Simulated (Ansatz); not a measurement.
# C2H5NSeSi: geometry optimisation

What shape does C2H5NSeSi take? The plan is to relax it.

The runs use Ansatz 0.2.0, Gaussian basis; RKS PBE0-D4/def2-TZVP.

Levels to be run: relaxation at PBE-D4/def2-SVP; relaxation at PBE0-D4/def2-TZVP.

1 further run of the same task is left out (set aside as unsound or not needed).

### Step 1. Where the work starts

10 atoms, charge 0, spin multiplicity 1.

Atoms are counted from 1 here; the program's logs count them from 0.

Bond lengths: C1–Si2 1.831 Å, C1–H6 1.054 Å, C1–H7 1.148 Å, C1–H8 1.113 Å, Si2–Se3 2.278 Å, Si2–H9 1.498 Å, Si2–H10 1.478 Å, Se3–C4 1.834 Å, C4–N5 1.196 Å. Angles: Si2–C1–H6 113.8°, Si2–C1–H7 107.8°, Si2–C1–H8 108.4°, H6–C1–H7 108.8°, H6–C1–H8 112.2°, H7–C1–H8 105.4°, C1–Si2–Se3 108.6°, C1–Si2–H9 108.2°, C1–Si2–H10 111.4°, Se3–Si2–H9 111.2°, Se3–Si2–H10 110.3°, H9–Si2–H10 107.1°, Si2–Se3–C4 92.8°, Se3–C4–N5 174.1°.

Coordinates:

```xyz
10

C    -1.0331   -0.5984    0.6504
Si    0.6879    0.0180    0.7455
Se    1.7549   -0.5008   -1.1990
C     0.7793    0.7160   -2.1643
N     0.0450    1.4363   -2.7747
H    -1.1050   -1.6337    0.4678
H    -1.5611   -0.0359   -0.1992
H    -1.5664   -0.2971    1.5801
H     1.3543   -0.6332    1.9188
H     0.7273    1.4775    0.9777
```

The start is a force-field geometry with small random shifts, so a cheaper pass at PBE-D4/def2-SVP comes first.

### Step 2. Geometry optimisation, PBE-D4/def2-SVP (cheap first pass)

The input, in.yaml:

```yaml
crystal:
  periodic: [false, false, false]
  atoms:
    - {symbol: C, position_ang: [-1.033100, -0.598400, 0.650400]}
    - {symbol: Si, position_ang: [0.687900, 0.018000, 0.745500]}
    - {symbol: Se, position_ang: [1.754900, -0.500800, -1.199000]}
    - {symbol: C, position_ang: [0.779300, 0.716000, -2.164300]}
    - {symbol: N, position_ang: [0.045000, 1.436300, -2.774700]}
    - {symbol: H, position_ang: [-1.105000, -1.633700, 0.467800]}
    - {symbol: H, position_ang: [-1.561100, -0.035900, -0.199200]}
    - {symbol: H, position_ang: [-1.566400, -0.297100, 1.580100]}
    - {symbol: H, position_ang: [1.354300, -0.633200, 1.918800]}
    - {symbol: H, position_ang: [0.727300, 1.477500, 0.977700]}
basis:
  gaussian: {orbitals: def2-SVP}
hamiltonian: {xc: pbe, dispersion: d4}
relax: {f_tol: 0.03, max_steps: 200}
```

Launch:

```
$ ansatz run in.yaml --threads 4 --pin off --events-out ev --progress --plain --max-ram 10444MiB
```

Output, shortened:

```text
Functional definition: PBE
  name "PBE"
  cite "Perdew, Burke & Ernzerhof, Phys. Rev. Lett. 77, 3865 (1996) doi:10.1103/PhysRevLett.77.3865"
  parent pbe
[...]
1320 factors; their error is unknown
[...]
mean field -76840.86562015 eV, -2823.8497269312 hartree, gradient 5.8e-5 eV, S^2 0.000000; 0 other end points of the search recorded, 0 dependent functions left out
[...]
reference -76840.86565277 eV, -2823.8497281297 hartree; 36, 36 occupied and 81, 81 virtual orbitals, 1320 factors
relax step   1: F+E_penalty+E_count = -76841.12796621 eV  Δ(F+E_penalty+E_count) = +0.000e0 eV  max|allowed force component| = 2.659e0 eV/Å  Δτ_max = 0.0000 Å  (29 SCF iters, accepted)
[...]
relax step   3: F+E_penalty+E_count = -76841.35230977 eV  Δ(F+E_penalty+E_count) = -3.042e-2 eV  max|allowed force component| = 2.565e-1 eV/Å  Δτ_max = 0.1135 Å  (30 SCF iters, accepted)
[...]
relax step   5: F+E_penalty+E_count = -76841.36637194 eV  Δ(F+E_penalty+E_count) = -6.988e-3 eV  max|allowed force component| = 5.202e-2 eV/Å  Δτ_max = 0.0820 Å  (30 SCF iters, accepted)
[...]
relax step   7: F+E_penalty+E_count = -76841.36798229 eV  Δ(F+E_penalty+E_count) = -6.189e-4 eV  max|allowed force component| = 4.948e-2 eV/Å  Δτ_max = 0.0397 Å  (30 SCF iters, accepted)
[...]
relax step  11: F+E_penalty+E_count = -76841.36879389 eV  Δ(F+E_penalty+E_count) = -1.643e-4 eV  max|allowed force component| = 8.307e-3 eV/Å  Δτ_max = 0.0052 Å  (30 SCF iters, accepted)
1320 factors; their error is unknown
[...]
mean field -76841.10870638 eV, -2823.8586601854 hartree, gradient 2.5e-5 eV, S^2 0.000000; 1 other end points of the search recorded, 0 dependent functions left out
[...]
reference -76841.10873992 eV, -2823.8586614179 hartree; 36, 36 occupied and 81, 81 virtual orbitals, 1320 factors
Total energy: -76841.36882742 eV, -2823.8682194573 hartree
Atom 0 at    -1.079218    -0.504211     0.606459 Å, force    -0.000916    -0.000414    -0.001633 eV/Å
Atom 1 at     0.697766     0.051685     0.833461 Å, force     0.001409    -0.001660    -0.000720 eV/Å
Atom 2 at     1.918175    -0.307270    -1.138719 Å, force     0.007091    -0.004583     0.006980 eV/Å
Atom 3 at     0.698199     0.618193    -2.164551 Å, force    -0.008307     0.005774    -0.007036 eV/Å
Atom 4 at    -0.088137     1.196238    -2.824623 Å, force     0.000578    -0.000444     0.000553 eV/Å
Atom 5 at    -1.128429    -1.586377     0.375745 Å, force    -0.000321     0.000326     0.000437 eV/Å
Atom 6 at    -1.546715     0.057780    -0.227121 Å, force    -0.000431    -0.000266     0.000526 eV/Å
Atom 7 at    -1.659203    -0.307648     1.531826 Å, force     0.000570     0.000371    -0.000202 eV/Å
Atom 8 at     1.470146    -0.776181     1.822260 Å, force     0.000054    -0.000187     0.000860 eV/Å
Atom 9 at     0.800517     1.506492     1.188361 Å, force     0.000273     0.001085     0.000234 eV/Å
Dipole moment:     0.076022    -0.355071     0.724507 e Å
```

It took 13 s on 4 threads of Arm Neoverse V2, shared host.

Along the way:

| step | energy from step 1 (eV) | largest force component (eV/Å) |
| --- | --- | --- |
| 1 | 0.0000 | 2.6587 |
| 2 | -0.1939 | 0.7243 |
| 3 | -0.2243 | 0.2565 |
| 4 | -0.2314 | 0.1363 |
| 5 | -0.2384 | 0.0520 |
| 6 | -0.2394 | 0.0371 |
| 7 | -0.2400 | 0.0495 |
| 8 | -0.2405 | 0.0631 |
| 9 | -0.2407 | 0.0500 |
| 10 | -0.2406 | 0.0413 |
| 11 | -0.2408 | 0.0083 |

Close pairs (by a distance rule), those that changed most:

| bond | before (Å) | after (Å) | change (Å) |
| --- | --- | --- | --- |
| Si2–Se3 | 2.278 | 2.347 | +0.069 |
| C1–H6 | 1.054 | 1.108 | +0.054 |
| C1–Si2 | 1.831 | 1.876 | +0.045 |
| C1–H7 | 1.148 | 1.109 | -0.039 |
| Si2–H10 | 1.478 | 1.501 | +0.023 |
| C4–N5 | 1.196 | 1.178 | -0.018 |
| Se3–C4 | 1.834 | 1.843 | +0.009 |
| Si2–H9 | 1.498 | 1.503 | +0.005 |

### Step 3. Relaxation at PBE0-D4/def2-TZVP

The input, in.yaml:

```yaml
crystal:
  periodic: [false, false, false]
  atoms:
    - {symbol: C, position_ang: [-1.079218, -0.504211, 0.606459]}
    - {symbol: Si, position_ang: [0.697766, 0.051685, 0.833461]}
    - {symbol: Se, position_ang: [1.918175, -0.307270, -1.138719]}
    - {symbol: C, position_ang: [0.698199, 0.618193, -2.164551]}
    - {symbol: N, position_ang: [-0.088137, 1.196238, -2.824623]}
    - {symbol: H, position_ang: [-1.128429, -1.586377, 0.375745]}
    - {symbol: H, position_ang: [-1.546715, 0.057780, -0.227121]}
    - {symbol: H, position_ang: [-1.659203, -0.307648, 1.531826]}
    - {symbol: H, position_ang: [1.470146, -0.776181, 1.822260]}
    - {symbol: H, position_ang: [0.800517, 1.506492, 1.188361]}
basis:
  gaussian: {orbitals: def2-TZVP}
hamiltonian: {xc: pbe0, dispersion: d4}
relax: {f_tol: 0.005, max_steps: 150}
```

The command is unchanged.

Output, shortened:

```text
Functional definition: PBE0
  name "PBE0"
  cite "Adamo & Barone, J. Chem. Phys. 110, 6158 (1999) doi:10.1063/1.478522"
  cite "Perdew, Burke & Ernzerhof, Phys. Rev. Lett. 77, 3865 (1996) doi:10.1103/PhysRevLett.77.3865"
  parent pbe
[...]
1415 factors; their error is unknown
[...]
mean field -76859.04058447 eV, -2824.5176445505 hartree, gradient 2.1e-5 eV, S^2 0.000000; 0 other end points of the search recorded, 0 dependent functions left out
[...]
reference -76859.04061584 eV, -2824.5176457034 hartree; 36, 36 occupied and 172, 172 virtual orbitals, 1415 factors
relax step   1: F+E_penalty+E_count = -76859.26359928 eV  Δ(F+E_penalty+E_count) = +0.000e0 eV  max|allowed force component| = 1.734e0 eV/Å  Δτ_max = 0.0000 Å  (31 SCF iters, accepted)
[...]
Atom 0 at    -1.073968    -0.508716     0.610804 Å, force    -0.000864     0.001791    -0.001872 eV/Å
Atom 1 at     0.683426     0.049833     0.815981 Å, force     0.001205     0.000635     0.000622 eV/Å
Atom 2 at     1.888759    -0.325204    -1.130362 Å, force    -0.000135    -0.000775     0.000047 eV/Å
Atom 3 at     0.704493     0.625984    -2.151480 Å, force    -0.001694     0.001725    -0.000135 eV/Å
Atom 4 at    -0.049751     1.218425    -2.794805 Å, force     0.001501    -0.001055     0.000359 eV/Å
Atom 5 at    -1.121565    -1.576216     0.389608 Å, force     0.000548    -0.000057     0.001041 eV/Å
Atom 6 at    -1.549358     0.038974    -0.205761 Å, force    -0.000422    -0.001196     0.000429 eV/Å
Atom 7 at    -1.635016    -0.314461     1.529006 Å, force    -0.000142    -0.000642    -0.000089 eV/Å
Atom 8 at     1.452331    -0.752379     1.800506 Å, force    -0.000193    -0.000051    -0.000589 eV/Å
Atom 9 at     0.783750     1.492463     1.139601 Å, force     0.000197    -0.000374     0.000188 eV/Å
Dipole moment:     0.091496    -0.392023     0.751630 e Å
```

It took 26 s on 4 threads of Arm Neoverse V2, shared host; peak memory 0.64 GiB.

Along the way:

| step | energy from step 1 (eV) | largest force component (eV/Å) |
| --- | --- | --- |
| 1 | 0.0000 | 1.7340 |
| 2 | -0.0591 | 0.1436 |
| 3 | -0.0614 | 0.0536 |
| 4 | -0.0615 | 0.0188 |
| 5 | -0.0616 | 0.0123 |
| 6 | -0.0617 | 0.0023 |
| 7 | -0.0617 | 0.0019 |

The force was under the threshold of 0.005 eV/Å already at step 6, but the program went on to step 7.

Distances of close pairs at the start and the end, largest changes first:

| bond | before (Å) | after (Å) | change (Å) |
| --- | --- | --- | --- |
| Si2–Se3 | 2.347 | 2.320 | -0.027 |
| C4–N5 | 1.178 | 1.155 | -0.023 |
| C1–Si2 | 1.876 | 1.855 | -0.020 |
| Si2–H10 | 1.501 | 1.482 | -0.019 |
| Si2–H9 | 1.503 | 1.485 | -0.019 |
| C1–H7 | 1.109 | 1.092 | -0.017 |
| C1–H6 | 1.108 | 1.091 | -0.016 |
| C1–H8 | 1.110 | 1.093 | -0.016 |

Mulliken charges of the relaxed molecule (report file):

| atom | value (e) |
| --- | --- |
| C1 | -0.49 |
| Si2 | 0.18 |
| Se3 | 0.05 |
| C4 | -0.19 |
| N5 | -0.05 |
| H6 | 0.15 |
| H7 | 0.18 |
| H8 | 0.15 |
| H9 | 0.00 |
| H10 | 0.01 |

### Step 4. Results

```
                  quantity           value
               point group              C1
                     steps          11 + 7
shift from the start (rms)         0.152 Å
              total energy  -76859.3253 eV
           dispersion term        -225 meV
             dipole moment          4.10 D
```

What this shows: The atoms moved 0.15 Å (rms) from the start; the bond that changed most is C1–H7, from 1.148 to 1.092 Å. No vibrations were run, so it is not proven to be a minimum. The largest Mulliken charge, -0.49 e, sits on C1.
